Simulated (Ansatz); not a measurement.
# AlGa2As3: the cost of one run

Method: DFT PBE, scalar-relativistic, plane waves, PAW, in Ansatz 0.2.0.

2 further runs of the same task are left out: 1 that didn't finish, 1 set aside as unsound or not needed.

### Step 1. Starting point

Symmetry: P4/mmm, No. 123, tetragonal system. The conventional cell has a = 4.013 Å, b = 4.013 Å, c = 7.509 Å, α = 90.00°, β = 90.00°, γ = 90.00°. Al (site symmetry 4/mmm) is surrounded by 2 As at 2.03 Å. Ga (site symmetry mmm) has 6 As at 2.01 to 2.64 Å as nearest neighbours. As (site symmetry 4mm) has 1 Al at 2.03 Å and 4 Ga at 2.64 Å as nearest neighbours. As (site symmetry 4/mmm) has 4 Ga at 2.01 Å as nearest neighbours.

Structure file:

```cif
data_structure
_symmetry_space_group_name_H-M 'P 1'
_symmetry_Int_Tables_number 1
_cell_length_a 4.0125
_cell_length_b 4.0125
_cell_length_c 7.5088
_cell_angle_alpha 90.000
_cell_angle_beta 90.000
_cell_angle_gamma 90.000
_cell_volume 120.89
loop_
_atom_site_label
_atom_site_type_symbol
_atom_site_fract_x
_atom_site_fract_y
_atom_site_fract_z
_atom_site_occupancy
Al1 Al 0.00000 0.00000 0.50000 1
Ga1 Ga 0.50000 0.00000 0.00000 1
Ga2 Ga 0.00000 0.50000 0.00000 1
As1 As 0.00000 0.00000 0.22910 1
As2 As 0.00000 0.00000 0.77090 1
As3 As 0.50000 0.50000 0.00000 1
```

Recipe of the guess: random cell by space group and Wyckoff sites (P4/mmm, No. 123). Lengths come from tabulated atomic sizes and are only a guess.

### Step 2. Probe: one point on a coarse mesh

input.yaml

```yaml
crystal:
  lattice:
    - [4.01253405, 0.0, 0.0]
    - [0.0, 4.01253405, 0.0]
    - [0.0, 0.0, 7.50880465]
  atoms:
    - { symbol: Al, position: [0.0, 0.0, 0.5] }
    - { symbol: Ga, position: [0.5, 0.0, 0.0] }
    - { symbol: Ga, position: [0.0, 0.5, 0.0] }
    - { symbol: As, position: [0.0, 0.0, 0.22909625] }
    - { symbol: As, position: [0.0, 0.0, 0.77090375] }
    - { symbol: As, position: [0.5, 0.5, 0.0] }
basis:
  ecutwfc: 420
kpoints:
  mp_grid: { grid: [4, 4, 2] }
hamiltonian:
  xc: pbe
scf:
  occupations: { method: gaussian, width: 0.1 }
  lower_state_search: "off"
output:
  forces: true
  stress: true
  eigenvalues: true
```

Started as:

```sh
> ansatz run input.yaml --threads 1 --pin off --max-ram 2560MiB --backend cpu --events-out ev --progress --plain --runs-dir out
```

**Question.** How long does this run take on 1 thread of AMD EPYC (Zen 3), shared host, and how much memory does it need?

About 8.6 s, with a peak of 0.42 GiB.
